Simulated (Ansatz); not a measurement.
# AlCl₂H₄NO (built from SMILES O.[NH2][Al]([Cl])[Cl]): a barrier at many levels of theory

Aim: the barrier and energy of one elementary step (Al1–O6 tightened, N2–H5 formed, H5–O6 broken) from LDA up to coupled cluster, on fixed structures, to see where each rung fails.

The runs use Ansatz 0.2.0, Gaussian basis; single points in def2-TZVPP on PBE0-D4/def2-TZVP structures.

Levels: SPW92, PBE-D4, BLYP-D4, r2SCAN-D4, B97M-V, PBE0-D4, B3LYP-D4, r2SCAN0-D4, BHLYP-D4, CAM-B3LYP-D4, wB97X-V, wB97M-V, B2PLYP, PBE-QIDH, RPA on PBE, Hartree-Fock, MP2, CCSD, CCSD(T). The reference is CCSD(T) at the basis limit, from triple and quadruple zeta. Zero-point energies come from PBE0-D4 vibrations.

Correlated methods freeze the cores. B3LYP uses VWN-RPA correlation. B2PLYP carries no dispersion term here.

23 further runs of the same task are left out: 23 set aside as unsound or not needed.

**1. Start, saddle and end, as given**

Charge 0, multiplicity 1. The folders r, ts and p hold the start, the saddle and the end; their coordinates stand in the first inputs.

```csv
pair,r (Å),ts (Å),p (Å)
Al1–O6,1.962,1.878,1.705
N2–H5,2.387,1.460,1.017
H5–O6,0.972,1.127,2.559
```

**2. wB97M-V/def2-TZVPP**

Contents of r/in.yaml:

```yaml
crystal:
  periodic: [false, false, false]
  atoms:
    - {symbol: Al, position_ang: [-0.428257, -0.605602, 0.078984]}
    - {symbol: N, position_ang: [-0.833056, 1.138297, -0.035923]}
    - {symbol: Cl, position_ang: [-1.204256, -1.923502, -1.366554]}
    - {symbol: Cl, position_ang: [-0.078965, -1.381264, 2.025849]}
    - {symbol: H, position_ang: [1.462660, 0.632318, -0.452306]}
    - {symbol: O, position_ang: [1.440499, -0.339521, -0.454927]}
    - {symbol: H, position_ang: [-1.433758, 1.477804, -0.772299]}
    - {symbol: H, position_ang: [-1.016289, 1.671629, 0.801078]}
    - {symbol: H, position_ang: [2.091424, -0.670261, 0.176099]}
basis:
  gaussian: {orbitals: def2-TZVPP}
hamiltonian: {xc: {name: wB97M-V}}
```

Contents of ts/in.yaml:

```yaml
crystal:
  periodic: [false, false, false]
  atoms:
    - {symbol: Al, position_ang: [-0.347633, -0.781301, 0.090966]}
    - {symbol: N, position_ang: [-0.572403, 1.072351, -0.066005]}
    - {symbol: Cl, position_ang: [-1.304609, -1.972668, -1.344013]}
    - {symbol: Cl, position_ang: [-0.229773, -1.472405, 2.079131]}
    - {symbol: H, position_ang: [0.818610, 0.716881, -0.333018]}
    - {symbol: O, position_ang: [1.370008, -0.258130, -0.459223]}
    - {symbol: H, position_ang: [-1.109187, 1.456102, -0.832120]}
    - {symbol: H, position_ang: [-0.767536, 1.614442, 0.764739]}
    - {symbol: H, position_ang: [2.142524, -0.375373, 0.099543]}
basis:
  gaussian: {orbitals: def2-TZVPP}
hamiltonian: {xc: {name: wB97M-V}}
```

Contents of p/in.yaml:

```yaml
crystal:
  periodic: [false, false, false]
  atoms:
    - {symbol: Al, position_ang: [0.041454, -0.789448, 0.117119]}
    - {symbol: N, position_ang: [-0.548426, 1.108266, -0.066545]}
    - {symbol: Cl, position_ang: [-1.161083, -1.789158, -1.319921]}
    - {symbol: Cl, position_ang: [-0.466772, -1.238579, 2.129768]}
    - {symbol: H, position_ang: [0.276338, 1.657154, -0.294866]}
    - {symbol: O, position_ang: [1.676198, -0.485321, -0.259872]}
    - {symbol: H, position_ang: [-1.230464, 1.220514, -0.810184]}
    - {symbol: H, position_ang: [-0.948800, 1.464492, 0.795728]}
    - {symbol: H, position_ang: [2.361556, -1.148020, -0.291226]}
basis:
  gaussian: {orbitals: def2-TZVPP}
hamiltonian: {xc: {name: wB97M-V}}
```

No record of the launch command was kept for these runs.

Further steps of the session: CCSD(T)/def2-TZVPP; MP2/def2-QZVPP; Vibrations of the start structure; Vibrations of the end structure.

Before running it: what results should come out? Wanted: barrier, CCSD(T)/CBS; reverse barrier, CCSD(T)/CBS; step energy, CCSD(T)/CBS; barrier with zero-point energy; step energy with zero-point energy; imaginary mode at the saddle; largest T1 diagnostic.

The runs gave:

| quantity | value |
| --- | --- |
| barrier, CCSD(T)/CBS | 23.6 kJ/mol |
| reverse barrier, CCSD(T)/CBS | 119.3 kJ/mol |
| step energy, CCSD(T)/CBS | -95.7 kJ/mol |
| barrier with zero-point energy | 16.6 kJ/mol |
| step energy with zero-point energy | -92.2 kJ/mol |
| imaginary mode at the saddle | 792i cm⁻¹ |
| largest T1 diagnostic | 0.009 |

What this shows: Among the functionals B97M-V lands nearest to CCSD(T)/CBS (-0.3 kJ/mol) and SPW92 farthest (-31.4 kJ/mol). By rung, the mean size of the error is: LDA 31.4, GGA 14.7, meta-GGA 6.6, hybrid 6.8, range-separated hybrid 3.9, double hybrid 5.0 kJ/mol. PBE-D4 gives a barrier 18.1 kJ/mol too low, outside chemical accuracy (1 kcal/mol, 4.2 kJ/mol). The barrier rises with the share of exact exchange, from BLYP-D4 through B3LYP-D4 to BHLYP-D4 (-11.3, -6.1, +3.5 kJ/mol). Hartree-Fock, with no correlation, is off by +25.3 kJ/mol. Zero-point motion lowers the barrier by 7.1 kJ/mol.
